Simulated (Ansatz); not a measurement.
# C6H16F2GeN2: how energies converge with the basis set

Aim: see how fast density functionals converge with the basis set for C6H16F2GeN2.

Method: one geometry, several basis sets; program: Ansatz 0.2.0, Gaussian basis.

The runs, in order: PBE0-D4/def2-SVP; ωB97M-V/def2-SVP; PBE0-D4/def2-QZVPP; ωB97M-V/def2-QZVPP; the functionals' def2-TZVPP values are taken from earlier runs.

### 1 The geometry

The geometry comes from an earlier relaxation with PBE0-D4 in a triple-zeta def2 set; it is a stationary point, not always the lowest conformer.

SMILES `CC(C)[NH][Ge]([F])([F])[NH]C(C)C`, 27 atoms, charge 0, spin multiplicity 1.

Atoms are counted from 1 here; the program's logs count them from 0.

Bond lengths: C1–C2 1.522 Å, C1–H12 1.093 Å, C1–H13 1.092 Å, C1–H14 1.095 Å, C2–C3 1.519 Å, C2–N4 1.460 Å, C2–H15 1.096 Å, C3–H16 1.095 Å, C3–H17 1.091 Å, C3–H18 1.092 Å, N4–Ge5 1.790 Å, N4–H19 1.011 Å, Ge5–F6 1.732 Å, Ge5–F7 1.732 Å, Ge5–N8 1.790 Å, N8–C9 1.460 Å, N8–H20 1.011 Å, C9–C10 1.522 Å and more. Angles: C2–C1–H12 111.1°, C2–C1–H13 111.0°, C2–C1–H14 110.4°, H12–C1–H13 108.4°, H12–C1–H14 107.8°, H13–C1–H14 108.0°, C1–C2–C3 111.6°, C1–C2–N4 112.6°, C1–C2–H15 108.4°, C3–C2–N4 109.5°, C3–C2–H15 108.2°, N4–C2–H15 106.3°, C2–C3–H16 110.4°, C2–C3–H17 110.8°, C2–C3–H18 111.0°, H16–C3–H17 108.1°, H16–C3–H18 107.7°, H17–C3–H18 108.8° and more.

### 2 PBE0-D4 in def2-SVP

Input file in.yaml:

```yaml
crystal:
  periodic: [false, false, false]
  atoms:
    - {symbol: C, position_ang: [-1.927426, -2.482467, -1.053869]}
    - {symbol: C, position_ang: [-1.338136, -1.561186, 0.005040]}
    - {symbol: C, position_ang: [-1.827449, -1.923432, 1.396972]}
    - {symbol: N, position_ang: [-1.616986, -0.152085, -0.257978]}
    - {symbol: Ge, position_ang: [-0.614778, 0.820437, -1.377256]}
    - {symbol: F, position_ang: [-1.407781, 2.358676, -1.450692]}
    - {symbol: F, position_ang: [-0.588696, 0.313492, -3.033381]}
    - {symbol: N, position_ang: [1.104369, 0.828961, -0.879824]}
    - {symbol: C, position_ang: [1.526546, 1.295366, 0.438062]}
    - {symbol: C, position_ang: [1.675411, 2.808926, 0.503660]}
    - {symbol: C, position_ang: [2.810729, 0.589004, 0.838147]}
    - {symbol: H, position_ang: [-1.676263, -3.526821, -0.851458]}
    - {symbol: H, position_ang: [-1.555446, -2.224478, -2.047629]}
    - {symbol: H, position_ang: [-3.018598, -2.396927, -1.068713]}
    - {symbol: H, position_ang: [-0.247190, -1.668181, -0.012785]}
    - {symbol: H, position_ang: [-2.913922, -1.805862, 1.462821]}
    - {symbol: H, position_ang: [-1.371016, -1.277259, 2.148535]}
    - {symbol: H, position_ang: [-1.590947, -2.962565, 1.636890]}
    - {symbol: H, position_ang: [-2.602525, 0.071642, -0.261068]}
    - {symbol: H, position_ang: [1.762185, 1.045888, -1.615741]}
    - {symbol: H, position_ang: [0.738331, 0.995289, 1.138501]}
    - {symbol: H, position_ang: [0.741937, 3.305876, 0.231343]}
    - {symbol: H, position_ang: [1.959385, 3.133715, 1.507946]}
    - {symbol: H, position_ang: [2.452439, 3.145809, -0.189841]}
    - {symbol: H, position_ang: [3.619455, 0.844962, 0.146018]}
    - {symbol: H, position_ang: [3.125292, 0.887108, 1.840877]}
    - {symbol: H, position_ang: [2.679280, -0.494087, 0.819222]}
basis:
  gaussian: {orbitals: def2-SVP}
hamiltonian: {xc: pbe0, dispersion: d4}
output: {orbitals: {seedname: orbitals}}
```

The runs that follow: ωB97M-V in def2-SVP; PBE0-D4 in def2-QZVPP; ωB97M-V in def2-QZVPP.

**Question.** What will the summary of the whole plan be? Wanted: PBE0-D4: double and triple zeta above quadruple; ωB97M-V: double and triple zeta above quadruple.

As calculated:

```
                                       quantity           value
PBE0-D4: double and triple zeta above quadruple  26.49, 2.09 eV
ωB97M-V: double and triple zeta above quadruple  27.09, 2.01 eV
```

For PBE0-D4 the step from double to triple zeta gains 24.41 eV and the next only 2.09 eV. Total energies overstate the basis error of differences, where much of it tends to cancel. The LUMO of ωB97M-V is positive and keeps falling with the basis (2.48 to 1.36 eV): an unbound level that the basis holds in place.
